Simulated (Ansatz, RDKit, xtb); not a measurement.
**Isomers of C3H6GeS, a sample narrowed down**

A sample of isomers of C3H6GeS is drawn. Aim: find which of them has the lowest free energy at 298.15 K, then its properties. The sample is small against all isomers, and the most stable one of this formula need not be in it.

The funnel: GFN2-xTB relaxations, single points with a density functional, relaxations at r2SCAN-D4/def2-SVP, harmonic vibrations (at GFN2-xTB), and a last energy at a higher level. All values are calculated.

**1. Drawing up candidates**

Isomers were taken from a list of plausible structures; this is a sample, not all of them. That gives 3 candidates.

```
label              SMILES     spin
 c224  C#C[C@@H](S)[GeH3]  singlet
 c374       SCC#[C][GeH3]  singlet
 c995     SC#C[CH2][GeH3]  singlet
```

Candidates are built by distance geometry, with a force field where one applies, in up to four conformers (letters a to d).

Q: Predict the outcome of this search (final energies at CCSD(T)/def2-SVP + MP2/def2-TZVPP - MP2/def2-SVP).

| quantity | value |
| --- | --- |
| lowest structure found | SCC#[C][GeH3], singlet |
| next finalist | SC#C[CH2][GeH3], singlet, 2.7 kcal/mol higher in G |
| share at equilibrium, among the finalists | 99.0 % |

`SCC#[C][GeH3]` comes out lowest. The margin, 2.7 kcal/mol, is modest. GFN2-xTB, HF/STO-3G, r2SCAN-D4/def2-SVP, r2SCAN-D4/def2-SVP, relaxed, HF/def2-SVP and MP2/def2-SVP already put its bonding pattern lowest among the structures in one piece. The search is not exhaustive (a finite list of starts, one conformer a finalist), so a lower isomer can't be ruled out. Only 3 drawn patterns were tried, so whole families of isomers are missing, and the result ranks this sample alone. The lowest isomer need not be the one that is made and kept in a bottle, which depends on barriers.
